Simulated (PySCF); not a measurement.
**CH3BrCl2Si: electronic excitations and core binding energies**

Wanted: the electronic excitations and core binding energies of CH3BrCl2Si (`ClC(Cl)[SiH2]Br`), by calculation.

Computed with PySCF 2.14.0, with density-fitted response routines of our own, on a single molecule in the gas phase. Atoms count from 0, in the outputs and in this text.

## (1) The molecule as given

8 atoms, charge 0, multiplicity 1; geometry from: GFN2-xTB.

Bonds of the start (Å): Cl0–C1 1.78, C1–Cl2 1.78, C1–Si3 1.92, Si3–Br4 2.20, C1–H5 1.09, Si3–H6 1.45, Si3–H7 1.45.

## (2) Excited states and response: CAM-B3LYP/def2-SVPD

The job: settings as JSON, then the geometry in Å.

```
{"job": {"kind": "uv", "xc": "CAM-B3LYP", "basis": "def2-SVPD", "nstates": 8, "ntriplets": 3}, "charge": 0, "multiplicity": 1}
Cl     1.416761    -1.824076     0.162834
C      0.935667    -0.135998    -0.140041
Cl     1.741163     0.943252     1.030318
Si    -0.964616    -0.004811     0.072658
Br    -1.563905     1.934961    -0.773637
H      1.317261     0.129624    -1.125663
H     -1.592474    -1.034647    -0.737921
H     -1.280801     0.001108     1.486887
```

Level: TDDFT CAM-B3LYP/def2-SVPD, vertical, gas phase, core orbitals frozen in the response.

The program printed:

```text
coarse grid: 38976 points
cycle   1  E = -3823.3613950049  dE = -6.159e-01  |g| = 4.584e-01  |ddm| = 3.336e+00
cycle   2  E = -3823.3357858156  dE =  2.561e-02  |g| = 5.876e-01  |ddm| = 1.381e+00
cycle   3  E = -3823.4245057960  dE = -8.872e-02  |g| = 4.635e-02  |ddm| = 7.021e-01
cycle   4  E = -3823.4249996525  dE = -4.939e-04  |g| = 1.813e-02  |ddm| = 9.272e-02
cycle   5  E = -3823.4250949470  dE = -9.529e-05  |g| = 4.571e-03  |ddm| = 4.002e-02
cycle   6  E = -3823.4251013163  dE = -6.369e-06  |g| = 1.189e-03  |ddm| = 1.018e-02
final grid: 75816 points
cycle   7  E = -3823.4250797194  dE = -3.720e-07  |g| = 9.455e-04  |ddm| = 3.604e-03
cycle   8  E = -3823.4250797804  dE = -6.109e-08  |g| = 8.506e-04  |ddm| = 2.292e-03
cycle   9  E = -3823.4250799010  dE = -1.205e-07  |g| = 4.549e-05  |ddm| = 1.031e-03
cycle  10  E = -3823.4250799024  dE = -1.386e-09  |g| = 4.576e-05  |ddm| = 1.858e-04
cycle  11  E = -3823.4250799030  dE = -6.530e-10  |g| = 5.144e-06  |ddm| = 8.576e-05
converged SCF energy = -3823.4250799030

Static polarisability (au): isotropic 86.788, principal 70.568 85.678 104.118

Singlet excitations
state   eV       nm        f      main configurations
  1   6.5079    190.5   0.02378   H->L 0.55, H->L+1 0.21
  2   6.8107    182.0   0.00941   H->L+1 0.41, H->L 0.22, H-2->L 0.08
  3   6.9951    177.2   0.01226   H-1->L 0.67, H-1->L+1 0.19
  4   7.0535    175.8   0.01848   H-2->L+1 0.20, H-3->L 0.18, H-2->L 0.16
  5   7.1966    172.3   0.02043   H->L+3 0.24, H-2->L 0.14, H-4->L 0.11
  6   7.3852    167.9   0.01608   H-5->L 0.20, H-2->L 0.10, H-1->L+1 0.09
  7   7.6148    162.8   0.00060   H-3->L 0.28, H->L+1 0.13, H->L+2 0.09
  8   7.6299    162.5   0.00282   H-1->L+1 0.47, H-1->L 0.11, H-1->L+5 0.08

Triplet excitations (Tamm-Dancoff, eV): 5.8810 6.1897 6.3066
```

Run time: 42 s. Hardware: 1 thread, shared host.

The orbitals next to the gap, with their largest atomic shares:

```
orbital      eV                         atoms
 HOMO−3  -10.51  Br4 33 %, Cl2 31 %, Cl0 24 %
 HOMO−2  -10.33  Cl2 40 %, Cl0 28 %, Br4 23 %
 HOMO−1  -10.04            Br4 79 %, Si3 11 %
   HOMO   -9.75  Br4 28 %, Cl0 21 %, Cl2 21 %
   LUMO    0.30  Cl0 27 %, Br4 24 %, Si3 17 %
 LUMO+1    0.53  Cl2 30 %, Si3 18 %, Br4 15 %
 LUMO+2    1.02  Si3 29 %, Cl2 19 %, Br4 16 %
```

With each of the 8 states as a Gaussian band of 0.4 eV half-width at 1/e, the curve within the window shown has maxima at 174 nm (ε 2,700) L/(mol cm). Beyond the last state computed it falls off for lack of states. The curve at chosen wavelengths:

nm, ε (L/mol/cm) and a bar:
```
      156        217 #
      158        388 ###
      160        635 ######
      162        956 ##########
      164       1334 ##############
      167       1933 #####################
      169       2286 #########################
      171       2551 ############################
      173       2700 ##############################
      175       2729 ##############################
      177       2654 #############################
      179       2507 ###########################
      181       2322 #########################
      184       2028 ######################
      186       1838 ####################
      188       1654 ##################
      190       1470 ################
      192       1282 #############
      194       1092 ###########
      196        903 #########
      198        723 #######
      201        486 ####
      203        357 ###
      205        254 ##
      207        175 #
      209        116
```

Ground-state properties from the same run:

```csv
property,computed
dipole moment (D),1.14
polarisability (Å³),12.86
HOMO–LUMO gap (eV),10.05
−ε(HOMO) (eV),9.75
```

## (3) X-ray photoelectron lines: SCAN, X2C

Settings changed since step 2:

```diff
@@ -1,2 +1,2 @@
-{"job": {"kind": "uv", "xc": "CAM-B3LYP", "basis": "def2-SVPD", "nstates": 8, "ntriplets": 3}, "charge": 0, "multiplicity": 1}
+{"job": {"kind": "xps"}, "charge": 0, "multiplicity": 1}
 Cl     1.416761    -1.824076     0.162834
```

With the program's defaults for keys left out, this is: delta-SCF UKS SCAN, pcX-2 on the ionised atom, pcseg-1 elsewhere, spin-free X2C.

The program printed:

```text
ground state, core basis on atom 0 (Cl), 152 functions
  cycle   1  E = -3851.75600912  |g| = 3.18e-01
  cycle   2  E = -3851.72697074  |g| = 4.47e-01
  cycle   3  E = -3851.77966009  |g| = 9.84e-02
  cycle   4  E = -3851.78192130  |g| = 3.83e-02
  cycle   5  E = -3851.78229964  |g| = 8.02e-03
  cycle   6  E = -3851.78231772  |g| = 1.99e-03
  cycle   7  E = -3851.78231779  |g| = 5.07e-04
  cycle   8  E = -3851.78232014  |g| = 1.76e-04
  E(ground) = -3851.95275792 Eh
hole in Cl 1s of atom 0
  cycle   1  E = -3746.55887596  |g| = 5.47e+00
  cycle   2  E = -3745.45300650  |g| = 2.51e+00
  cycle   3  E = -3736.51029689  |g| = 3.27e+00
  cycle   4  E = -3747.61813207  |g| = 5.52e-01
  cycle   5  E = -3747.61657930  |g| = 5.97e-01
  cycle   6  E = -3747.80556368  |g| = 7.92e-02
  cycle   7  E = -3747.80713486  |g| = 5.58e-02
  cycle   8  E = -3747.80914292  |g| = 1.15e-02
  cycle   9  E = -3747.80924255  |g| = 2.45e-03
  cycle  10  E = -3747.80924647  |g| = 7.79e-04
  cycle  11  E = -3747.80924784  |g| = 1.54e-04
  E(ion) = -3747.98581623 Eh   <S^2> = 0.7528   hole on atom = 1.000   binding energy = 2829.085 eV
hole in Cl 2p of atom 0
  cycle   1  E = -3843.69403781  |g| = 1.70e+00
  cycle   2  E = -3842.10238595  |g| = 1.76e+00
  cycle   3  E = -3843.51740299  |g| = 9.73e-01
  cycle   4  E = -3844.12100905  |g| = 2.46e-01
  cycle   5  E = -3844.14413418  |g| = 1.99e-01
  cycle   6  E = -3844.16453721  |g| = 2.62e-02
  cycle   7  E = -3844.16482300  |g| = 1.43e-02
  cycle   8  E = -3844.16495966  |g| = 3.24e-03
  cycle   9  E = -3844.16496713  |g| = 7.20e-04
  cycle  10  E = -3844.16496933  |g| = 2.24e-04
  E(ion) = -3844.34179628 Eh   <S^2> = 0.7523   hole on atom = 1.001   binding energy = 207.105 eV
  2p3/2 = 206.503 eV   2p1/2 = 208.158 eV
ground state, core basis on atom 1 (C), 141 functions
  cycle   1  E = -3851.60275375  |g| = 5.89e-02
  cycle   2  E = -3851.60265080  |g| = 2.81e-02
  cycle   3  E = -3851.60256836  |g| = 3.36e-02
  cycle   4  E = -3851.60286962  |g| = 5.20e-03
  cycle   5  E = -3851.60287624  |g| = 8.23e-04
  cycle   6  E = -3851.60287256  |g| = 1.09e-04
  E(ground) = -3851.78610156 Eh
hole in C 1s of atom 1
  cycle   1  E = -3840.22973010  |g| = 1.51e+00
  cycle   2  E = -3833.72512035  |g| = 3.07e+00
  cycle   3  E = -3839.64196108  |g| = 1.22e+00
  cycle   4  E = -3840.70197611  |g| = 4.61e-01
  cycle   5  E = -3840.75832547  |g| = 3.32e-01
  cycle   6  E = -3840.82126030  |g| = 4.83e-02
  cycle   7  E = -3840.82226518  |g| = 2.20e-02
  cycle   8  E = -3840.82257328  |g| = 6.22e-03
  cycle   9  E = -3840.82260119  |g| = 2.75e-03
  cycle  10  E = -3840.82260934  |g| = 1.40e-03
  cycle  11  E = -3840.82261291  |g| = 7.68e-04
  cycle  12  E = -3840.82261479  |g| = 2.81e-04
  E(ion) = -3840.99874619 Eh   <S^2> = 0.7859   hole on atom = 1.000   binding energy = 293.539 eV
ground state, core basis on atom 3 (Si), 152 functions
  cycle   1  E = -3851.69248164  |g| = 2.87e-01
  cycle   2  E = -3851.69251796  |g| = 3.76e-02
  cycle   3  E = -3851.69241976  |g| = 3.36e-02
  cycle   4  E = -3851.69264121  |g| = 1.01e-02
  cycle   5  E = -3851.69266662  |g| = 2.15e-03
  cycle   6  E = -3851.69266852  |g| = 2.15e-04
  E(ground) = -3851.83629911 Eh
hole in Si 1s of atom 3
  cycle   1  E = -3782.70938860  |g| = 4.35e+00
  cycle   2  E = -3782.15906389  |g| = 2.43e+00
  cycle   3  E = -3782.83508366  |g| = 1.15e+00
  cycle   4  E = -3783.64924632  |g| = 4.62e-01
  cycle   5  E = -3783.74372315  |g| = 2.39e-01
  cycle   6  E = -3783.77311211  |g| = 6.75e-02
  cycle   7  E = -3783.77531501  |g| = 2.07e-02
  cycle   8  E = -3783.77560765  |g| = 6.12e-03
  cycle   9  E = -3783.77563022  |g| = 1.71e-03
  cycle  10  E = -3783.77563304  |g| = 7.58e-04
  cycle  11  E = -3783.77563218  |g| = 2.98e-04
  E(ion) = -3783.92388220 Eh   <S^2> = 0.7526   hole on atom = 1.000   binding energy = 1847.991 eV
hole in Si 2p of atom 3
  cycle   1  E = -3847.36795864  |g| = 1.24e+00
  cycle   2  E = -3846.80301154  |g| = 1.42e+00
  cycle   3  E = -3847.55690825  |g| = 4.57e-01
  cycle   4  E = -3847.68530311  |g| = 1.56e-01
  cycle   5  E = -3847.69422034  |g| = 9.45e-02
  cycle   6  E = -3847.69918380  |g| = 1.49e-02
  cycle   7  E = -3847.69929870  |g| = 5.64e-03
  cycle   8  E = -3847.69931871  |g| = 1.90e-03
  cycle   9  E = -3847.69932195  |g| = 5.64e-04
  cycle  10  E = -3847.69932148  |g| = 2.53e-04
  E(ion) = -3847.85136932 Eh   <S^2> = 0.7524   hole on atom = 1.002   binding energy = 108.435 eV
  2p3/2 = 108.173 eV   2p1/2 = 108.799 eV
```

Run time: 57 s. Hardware: 1 thread, shared host.

Binding energies by hole, beside the orbital energy of the ground state; the difference holds orbital relaxation and, for a density functional, its self-interaction error:

```csv
hole,stands for,environment,ΔSCF (eV; 2p as the shell's mean),−ε (eV),⟨S²⟩
Cl1s on Cl0,"Cl0, Cl2",chlorine bonded to C,2829.08,2764.2,0.753
Cl2p on Cl0,"Cl0, Cl2",chlorine bonded to C,207.05,194.0,0.752
C1s on C1,C1,sp3 CH bonded to 2 Cl and Si,293.54,277.1,0.786
Si1s on Si3,Si3,"silicon bonded to C, Br, 2 H",1847.99,1794.9,0.753
Si2p on Si3,Si3,"silicon bonded to C, Br, 2 H",108.38,97.7,0.752
```

Each hole run stands for the others of its class of like atoms.

With the spin-orbit splitting: Cl0 2p3/2 206.50, 2p1/2 208.16 eV; Si3 2p3/2 108.17, 2p1/2 108.80 eV. The table gives each 2p level as the mean over the whole 2p shell (two parts 2p3/2, one part 2p1/2), which differs a little from the single hole in the log.

## (4) Outcome

```
                            quantity                        value
lowest singlet (CAM-B3LYP/def2-SVPD)  6.51 eV (191 nm), f = 0.024
                      lowest triplet                      5.88 eV
   Cl1s binding energies, SCAN/pcX-2               Cl0 2829.08 eV
   Cl2p binding energies, SCAN/pcX-2                Cl0 207.05 eV
    C1s binding energies, SCAN/pcX-2                 C1 293.54 eV
   Si1s binding energies, SCAN/pcX-2               Si3 1847.99 eV
   Si2p binding energies, SCAN/pcX-2                Si3 108.38 eV
```

**Reading.** The first singlet state (HOMO→LUMO 0.55, HOMO→LUMO+1 0.21) lies at 6.51 eV and is weak. The lowest triplet lies 0.63 eV below the lowest singlet (triplets in Tamm-Dancoff, singlets in full TDDFT).
